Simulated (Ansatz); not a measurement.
**RuF2: the cell at several levels of theory**

One table from this session's results is given with a row withheld; the runs are named, their logs left out.

The runs shown are made with Ansatz 0.2.0. PAW datasets, plane waves, zero pressure. The calculation is spin-unpolarised, and the structure need not be a phase that has been made.

**The cell**

The sheet's in-plane cell has a = 2.841 Å, b = 2.841 Å (γ = 120.0°), and its outermost atoms lie 2.31 Å apart along the normal. Around Ru lie 6 F at 2.01 Å; around F lie 3 Ru at 2.01 Å.

Structure file:

```
CELL_PARAMETERS angstrom
2.84097 0.00000 0.00000
-1.42049 2.46036 0.00000
0.00000 0.00000 18.00000
ATOMIC_POSITIONS crystal
Ru 0.00000 0.00000 0.50000
F 0.33333 0.66667 0.56413
F 0.66667 0.33333 0.43587
```
Two periodic directions, a and b.

Set-up of the first run:

File input.yaml:

```yaml
crystal:
  lattice:
    - [2.84097412, 0.0, 0.0]
    - [-1.42048706, 2.4603557594, 0.0]
    - [0.0, 0.0, 18.0]
  atoms:
    - { symbol: Ru, position: [0.0, 0.0, 0.5] }
    - { symbol: F, position: [0.3333333333, 0.6666666667, 0.5641331012] }
    - { symbol: F, position: [0.6666666667, 0.3333333333, 0.4358668988] }
  periodic: [true, true, false]
kpoints:
  mp_grid: { grid: [12, 12, 1] }
hamiltonian:
  xc: pbe
scf:
  occupations: { method: fermi_dirac, width: 0.02 }
relax:
  f_tol: 0.005
  cell: {}
```

Steps of the session up to this table: Relaxation with PBE; Relaxing with r2SCAN; Relaxation with PBEsol; Relaxing with LDA; HSE06: cell and atoms.

One of the session's tables, all rows but one given; the rest of the session is left out.

| level | a (Å) | area (Å²/atom) |
| --- | --- | --- |
| PBE | 3.263 | 3.074 |
| r2SCAN | 3.227 | 3.006 |
| PBEsol | 3.206 | 2.967 |
| LDA | 3.181 | 2.920 |
| HSE06 | ? | ? |

**Question.** Estimate the row for HSE06.

As computed: a (Å): 3.230; area (Å²/atom): 3.012. In the column «a (Å)» it lies between r2SCAN (3.227) and PBE (3.263).

In words: The first relaxation changed the area by +31.9 % from the start. LDA gives the smallest cell and PBE the largest; they differ by 5.3 % in area, a mean of 2.6 % in length. The meshes differ: PBE 12×12×1, r2SCAN 12×12×1, PBEsol 12×12×1, LDA 12×12×1, HSE06 6×6×1.

Limits of these values: Warnings in the runs' records: band table not solved further, slab cell height set, xc potential rough in thin density.
